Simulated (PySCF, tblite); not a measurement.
# C5H10Cl2OSi: geometry, infrared bands and NMR shifts

Aim: predict the infrared bands and NMR shifts of C5H10Cl2OSi (`OC[C@@H](Cl)[C@H](Cl)[C@H]1C[SiH2]1`).

Computed with tblite 0.8.0 and PySCF 2.14.0, with density-fitted response routines of our own, on a single molecule in the gas phase. Atoms are numbered from 0 throughout.

### Step 1. Starting geometry

19 atoms, charge 0, multiplicity 1; geometry from: force field or distance geometry start.

Bonds of the start (Å): O0–C1 1.42, C1–C2 1.54, C2–Cl3 1.82, C2–C4 1.54, C4–Cl5 1.80, C4–C6 1.51, C6–C7 1.50, C7–Si8 1.84, Si8–C6 1.90, O0–H9 0.98, C1–H10 1.10, C1–H11 1.08, C2–H12 1.09, C4–H13 1.09, C6–H14 1.08, C7–H15 1.07, C7–H16 1.08, Si8–H17 1.48, Si8–H18 1.49.

### Step 2. Relaxing the molecule with GFN2-xTB

The job: settings as JSON, then the geometry in Å.

```
{"job": {"kind": "relax", "xc": "GFN2-xTB", "basis": "xTB"}, "charge": 0, "multiplicity": 1}
O     -3.242800    -0.251200     1.382800
C     -2.137800     0.599600     1.094900
C     -1.163000    -0.087800     0.124900
Cl    -2.013000    -0.282500    -1.471100
C      0.173300     0.662100     0.006500
Cl    -0.041000     2.342500    -0.614300
C      1.183100    -0.000600    -0.905700
C      2.658400     0.203900    -0.693200
Si     2.140300    -1.495300    -0.231000
H     -3.715700    -0.395500     0.539800
H     -1.633500     0.782000     2.057200
H     -2.517700     1.547300     0.731000
H     -0.998100    -1.106700     0.477000
H      0.596900     0.784400     1.003300
H      0.830800    -0.127600    -1.917100
H      3.276000     0.281900    -1.566600
H      2.988100     0.839600     0.116400
H      2.030900    -2.551500    -1.265400
H      1.574900    -1.735400     1.123100
```

On the command line:

```console
$ OMP_NUM_THREADS=1 python probes_run.py task.json out
```

One launch serves the whole session: the jobs run in the order shown.

**Question.** This job is followed by: GFN2-xTB harmonic vibrations, gas phase; GIAO PBE0/pcSseg-1 NMR shielding, non-relativistic, gas phase. Predict these results of the whole session: strongest single infrared mode (GFN2-xTB); zero-point energy (GFN2-xTB); ¹³C shifts against TMS (PBE0/pcSseg-1); ¹H shifts against TMS (PBE0/pcSseg-1); ¹⁷O shifts against H2O (PBE0/pcSseg-1); ³⁵Cl shifts against HCl (PBE0/pcSseg-1); ²⁹Si shifts against TMS (PBE0/pcSseg-1).

The runs gave:

```
                                 quantity                                                           value
strongest single infrared mode (GFN2-xTB)                                           2396 cm⁻¹, 289 km/mol
             zero-point energy (GFN2-xTB)                                                   86.2 kcal/mol
   ¹³C shifts against TMS (PBE0/pcSseg-1)                                 80.5, 76.0, 72.6, 20.4, 3.8 ppm
    ¹H shifts against TMS (PBE0/pcSseg-1)  4.29, 4.22, 3.80, 3.31, 2.84, 2.57, 1.97, 1.49, 1.15, 0.71 ppm
   ¹⁷O shifts against H2O (PBE0/pcSseg-1)                                                        28.2 ppm
  ³⁵Cl shifts against HCl (PBE0/pcSseg-1)                                                     172, 91 ppm
  ²⁹Si shifts against TMS (PBE0/pcSseg-1)                                                      -139.5 ppm
```

In words: The optimisation took 80 steps and gained 0.382 eV; among the close pairs (by a distance rule), C7–Si8 changed most, from 1.836 to 1.879 Å. No mode is imaginary among the 51: a minimum at this level. The strongest single mode, at 2396 cm⁻¹, moves mainly H17. Unscaled tight-binding wavenumbers are off by several per cent, some by more. Its intensities can rank the bands wrongly. At PBE0/pcSseg-1: Shielding is most anisotropic at Cl5 (span 493 ppm, paramagnetic term -370 ppm).
